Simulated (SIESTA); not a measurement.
A calculation with SIESTA 5.4.2 of AgPd (native input, structure typed inline):

Contents of AgPd.fdf:

```
SystemName                      AgPd
SystemLabel                     AgPd
NumberOfSpecies                 2
NumberOfAtoms                   6
%block ChemicalSpeciesLabel
  1  46 Pd
  2  47 Ag
%endblock ChemicalSpeciesLabel

LatticeConstant                 1.0 Ang
%block LatticeVectors
     2.8238856325     0.0000000000     0.0000000000
    -1.4119428162     2.4455566951     0.0000000000
     0.0000000000     0.0000000000    26.5858883368
%endblock LatticeVectors
AtomicCoordinatesFormat         Ang
%block AtomicCoordinatesAndAtomicSpecies
     0.0000000000     1.6303711300     7.5000000000  1
     1.4119428163     0.8151855650     9.8171776674  2
     0.0000000000     0.0000000000    12.1343553347  1
     0.0000000001     1.6303711301    14.4515330020  2
     1.4119428163     0.8151855651    16.7687106694  1
     0.0000000001     0.0000000001    19.0858883368  2
%endblock AtomicCoordinatesAndAtomicSpecies

%block kgrid.MonkhorstPack
   11   0   0  0.0
    0  11   0  0.0
    0   0   1  0.0
%endblock kgrid.MonkhorstPack
XC.Functional                   GGA
XC.Authors                      PBEsol
PAO.BasisSize                   DZP
PAO.EnergyShift                 0.01 Ry
Mesh.Cutoff                     800 Ry
OccupationFunction              FD
ElectronicTemperature           0.05 eV
Slab.DipoleCorrection           vacuum
MaxSCFIterations                120
SCF.MustConverge                false
SCF.Mixer.Method                Pulay
SCF.Mixer.Weight                0.25
SCF.Mixer.History               8
SCF.DM.Tolerance                5.0e-05
SCF.H.Tolerance                 1.0e-03 eV
WriteForces                     true
Charge.Mulliken                 end
Charge.Hirshfeld                end
Charge.Voronoi                  end
Charge.Mulliken.Format          2
```

Potentials or basis: PseudoDojo 0.5 standard (PBE files), DZP (energy shift 0.01 Ry).

The run is started by

```sh
$ siesta AgPd.fdf > AgPd.out 2>&1
```

Q: Write the same calculation in another form: ASE script, Cartesian positions.

A: As run:

Contents of run.py:

```python
from ase.io import read
from ase.calculators.siesta import Siesta
from ase.units import Ry, GPa

atoms = read("AgPd.xyz")

fdf = {
    'SCFMustConverge': False,
    'OccupationFunction': 'FD',
    'ElectronicTemperature': '0.05 eV',
    'Slab.DipoleCorrection': 'vacuum',
    'MaxSCFIterations': '120',
    'SCF.Mixer.Method': 'Pulay',
    'SCF.Mixer.Weight': '0.25',
    'SCF.Mixer.History': '8',
    'SCF.DM.Tolerance': '5.0e-05',
    'SCF.H.Tolerance': '1.0e-03 eV',
    'WriteForces': 'true',
    'Charge.Mulliken': 'end',
    'Charge.Hirshfeld': 'end',
    'Charge.Voronoi': 'end',
    'Charge.Mulliken.Format': '2',
}
calc = Siesta(
    label="AgPd",
    command="siesta < PREFIX.fdf > PREFIX.out",
    pseudo_path="pseudos",
    pseudo_qualifier="",
    xc=('GGA', 'PBEsol'),
    basis_set="DZP",
    mesh_cutoff=800 * Ry,
    energy_shift=0.01 * Ry,
    kpts=[11, 11, 1],
    spin="non-polarized",
    fdf_arguments=fdf,
)
atoms.calc = calc

print(f"energy = {atoms.get_potential_energy():.6f} eV")
free = atoms.get_potential_energy(force_consistent=True)
print(f"free energy = {free:.6f} eV")
print("forces (eV/A):")
print(atoms.get_forces(apply_constraint=False).round(6))
print("stress (GPa, Voigt order, tension positive):", (atoms.get_stress() / GPa).round(4))
```

Contents of AgPd.xyz:

```xyz
6
Lattice="2.8238856325 0.0000000000 0.0000000000 -1.4119428162 2.4455566951 0.0000000000 0.0000000000 0.0000000000 26.5858883368" Properties=species:S:1:pos:R:3 pbc="T T T"
Pd     0.0000000000      1.6303711300      7.5000000000
Ag     1.4119428163      0.8151855650      9.8171776674
Pd     0.0000000000      0.0000000000     12.1343553347
Ag     0.0000000001      1.6303711301     14.4515330020
Pd     1.4119428163      0.8151855651     16.7687106694
Ag     0.0000000001      0.0000000001     19.0858883368
```

Potentials or basis: PseudoDojo 0.5 standard (PBE files), DZP (energy shift 0.01 Ry).

The run is started by

```console
$ python run.py
```

Both were run:

|  | native input, structure typed inline | ASE script, Cartesian positions |
| --- | --- | --- |
| Largest force | 0.449 eV/Å | 0.449 eV/Å |
| Band gap on the k mesh | none (metal or under the smearing width) | none (metal or under the smearing width) |
| Hirshfeld charges | Pd -0.11, -0.22; Ag +0.22, +0.11 e | Pd -0.11, -0.22; Ag +0.22, +0.11 e |
| Voronoi charges | Pd -0.11, -0.20; Ag +0.20, +0.10 e | Pd -0.11, -0.20; Ag +0.20, +0.10 e |

Keys that steer only the numerical path or the files written may differ.

Caveat: semicore shells carry a single zeta, which can move pressures by several GPa and volumes by a few percent; the potentials were made for another functional, which shifts forces and pressure; the basis of atomic orbitals isn't converged, which shifts pressures, moduli and gaps.
